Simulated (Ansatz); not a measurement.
**LaGa3Pd2: relaxing cell and atoms**

Aim: in LaGa3Pd2, a database structure at a slightly changed volume, relax cell and atoms, then read levels, charges and fields where it ends.

Program: Ansatz 0.2.0. Level of theory: DFT, PBEsol, no spin polarisation, plane waves, PAW. These are calculated values, not measurements.

## (1) The system as given

The structure is hexagonal, space group P6/mmm (No. 191). Conventional cell: a = 5.468 Å, b = 5.468 Å, c = 4.295 Å, α = 90.00°, β = 90.00°, γ = 120.00°. Ga (site symmetry mmm) is surrounded by 4 Pd at 2.66 Å and 4 Ga at 2.73 Å. La (site symmetry 6/mmm) is surrounded by 6 Pd at 3.16 Å and 12 Ga at 3.48 Å. Pd (site symmetry -6m2) is surrounded by 6 Ga at 2.66 to 2.67 Å.

Symmetry-reduced, conventional setting; the input below types the cell that was run:

```cif
data_structure
_symmetry_space_group_name_H-M 'P6/mmm'
_symmetry_Int_Tables_number 191
_cell_length_a 5.4679
_cell_length_b 5.4679
_cell_length_c 4.2947
_cell_angle_alpha 90.000
_cell_angle_beta 90.000
_cell_angle_gamma 120.000
_cell_volume 111.20
loop_
_atom_site_label
_atom_site_type_symbol
_atom_site_symmetry_multiplicity
_atom_site_Wyckoff_symbol
_atom_site_fract_x
_atom_site_fract_y
_atom_site_fract_z
_atom_site_occupancy
Ga1 Ga 3 g 0.50000 0.00000 0.50000 1
La1 La 1 a 0.00000 0.00000 0.00000 1
Pd1 Pd 2 c 0.33333 0.66667 0.00000 1
```

The first density is read from a saved solution for the starting cell.

## (2) Relaxing

File input.yaml:

```yaml
crystal:
  lattice:
    - [5.467868, 0.0, 0.0]
    - [-2.733934, 4.735314, 0.0]
    - [0.0, 0.0, 4.294668]
  atoms:
    - { symbol: Ga, position: [0.5, 0.0, 0.5] }
    - { symbol: Ga, position: [0.5, 0.5, 0.5] }
    - { symbol: Ga, position: [0.0, 0.5, 0.5] }
    - { symbol: La, position: [0.0, 0.0, 0.0] }
    - { symbol: Pd, position: [0.3333, 0.6667, 0.0] }
    - { symbol: Pd, position: [0.6666, 0.3333, 0.0] }
  symmetry: { tolerance: 0.0003 }
kpoints:
  mp_grid: { grid: [7, 7, 8], shift: [0, 0, 0] }
magnetization:
  spin_polarized: false
scf:
  occupations: { method: gaussian, width: 0.2541 }
  lower_state_search: "off"
hamiltonian:
  pseudopotentials: { kind: paw }
  xc: pbesol
basis:
  ecutwfc: 420
  fft_grid_basis: typed
relax:
  max_steps: 60
  cell: { p_target: 0.0 }
output:
  forces: true
  stress: true
  eigenvalues: true
  bader: true
  populations: true
  elf: true
  write_potential: true
  volumetric_format: npy
  dos:
    e_range: [-12, 8]
    de: 0.05
    projected: { site_lists: { Ga: [Ga], La: [La], Pd: [Pd] } }
  write_density: true
checkpoint:
  read: saved_state
```

The run is started by

```
$ ansatz run input.yaml --threads 2 --pin off --max-ram 2560MiB --backend cpu --events-out ev --progress --plain --runs-dir out
```

Q: Predict the outcome of this session. Wanted: moves; energy gained; largest move; cell; volume; pressure at the end; formation energy; character; Bader charges.

The runs gave:

```
                                                 quantity                                                                       value
                                                    moves                                                                           3
                                            energy gained                                                                7.0 meV/atom
                                             largest move                                                                      0.00 Å
                     space group (0.01 Å), before / after                                                             P6/mmm / P6/mmm
                                                     cell  a = 5.399 Å, b = 5.399 Å, c = 4.261 Å, α = 90.00°, β = 90.00°, γ = 120.00°
                                                   volume                                                      17.93 Å³/atom (-3.3 %)
                                      pressure at the end                                                                    0.00 GPa
           formation energy (elements from separate runs)                                                               -0.79 eV/atom
                                                character                                                                       metal
density of states, mean within 0.25 eV of the Fermi level                                                         2.5 per eV per cell
                                            Bader charges                                              Ga +0.03, La +1.40, Pd -0.75 e
```

**Reading.** The volume shrank by 3.3 %, and the atoms end where they began within the cell; the energy fell by 7.0 meV per atom. With 24 symmetry operations imposed, the end may be a saddle point towards distortions that break them. The cell is metallic; within 0.25 eV of the Fermi level the density of states averages 2.5 per eV per cell, mostly Ga p (44 %), La d (26 %) and Pd d (17 %). La loses most charge (+1.40 e on average) and Pd gains most (-0.75 e). Set against separate runs on the elements (alpha-Ga (Cmce), La dhcp, Pd fcc), it forms at -0.79 eV per atom, which says nothing yet of rival compounds.

Caveats: wide smearing.
